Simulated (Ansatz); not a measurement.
**CH7BOSi: how energies converge with the basis set**

How large a basis does CH7BOSi need? Two functionals are run in growing sets.

Computed with Ansatz 0.2.0, Gaussian basis. Level: one geometry, several basis sets.

Plan: PBE0-D4/def2-SVP; ωB97M-V/def2-SVP; PBE0-D4/def2-QZVPP; ωB97M-V/def2-QZVPP; the functionals' def2-TZVPP values are taken from earlier runs.

**1. Structure used throughout**

An earlier PBE0-D4 in a triple-zeta def2 set relaxation fixed the geometry.

SMILES `COB[SiH3]`, 11 atoms, charge 0, spin multiplicity 1.

Atoms are counted from 1 here; the program's logs count them from 0.

Bond lengths: C1–O2 1.416 Å, C1–H5 1.091 Å, C1–H6 1.091 Å, C1–H7 1.093 Å, O2–B3 1.341 Å, B3–Si4 2.025 Å, B3–H8 1.208 Å, Si4–H9 1.492 Å, Si4–H10 1.492 Å, Si4–H11 1.489 Å. Angles: O2–C1–H5 108.7°, O2–C1–H6 108.7°, O2–C1–H7 111.1°, H5–C1–H6 108.8°, H5–C1–H7 109.8°, H6–C1–H7 109.8°, C1–O2–B3 122.5°, O2–B3–Si4 119.1°, O2–B3–H8 118.8°, Si4–B3–H8 122.1°, B3–Si4–H9 109.9°, B3–Si4–H10 110.0°, B3–Si4–H11 113.5°, H9–Si4–H10 106.8°, H9–Si4–H11 108.2°, H10–Si4–H11 108.3°.

**2. PBE0-D4 in def2-SVP**

The input, in.yaml:

```yaml
crystal:
  periodic: [false, false, false]
  atoms:
    - {symbol: C, position_ang: [-1.637322, 1.189061, -0.641127]}
    - {symbol: O, position_ang: [-0.344493, 0.795358, -0.216932]}
    - {symbol: B, position_ang: [-0.033148, -0.479071, 0.058590]}
    - {symbol: Si, position_ang: [1.848436, -0.925009, 0.660778]}
    - {symbol: H, position_ang: [-1.553961, 1.668606, -1.617963]}
    - {symbol: H, position_ang: [-2.034741, 1.912308, 0.073104]}
    - {symbol: H, position_ang: [-2.308132, 0.328418, -0.707743]}
    - {symbol: H, position_ang: [-0.886638, -1.325977, -0.059417]}
    - {symbol: H, position_ang: [1.812086, -1.551811, 2.014318]}
    - {symbol: H, position_ang: [2.454585, -1.927912, -0.262569]}
    - {symbol: H, position_ang: [2.748626, 0.259229, 0.719662]}
basis:
  gaussian: {orbitals: def2-SVP}
hamiltonian: {xc: pbe0, dispersion: d4}
output: {orbitals: {seedname: orbitals}}
```

The run is started by

```bash
$ ansatz run in.yaml --threads 2 --pin off --events-out ev --progress --plain --max-ram 4352MiB
```

After this run come: ωB97M-V in def2-SVP; PBE0-D4 in def2-QZVPP; ωB97M-V in def2-QZVPP.

**Question.** What will the summary of the whole plan be? Wanted: PBE0-D4: double and triple zeta above quadruple; ωB97M-V: double and triple zeta above quadruple.

**Answer**, as computed:

```
                                       quantity          value
PBE0-D4: double and triple zeta above quadruple  7.62, 0.49 eV
ωB97M-V: double and triple zeta above quadruple  7.83, 0.47 eV
```

In words: PBE0-D4 gains 7.13 eV from double to triple zeta, then 0.49 eV more. These are total energies; as a rule much of such shifts cancels in differences, which this series doesn't test.
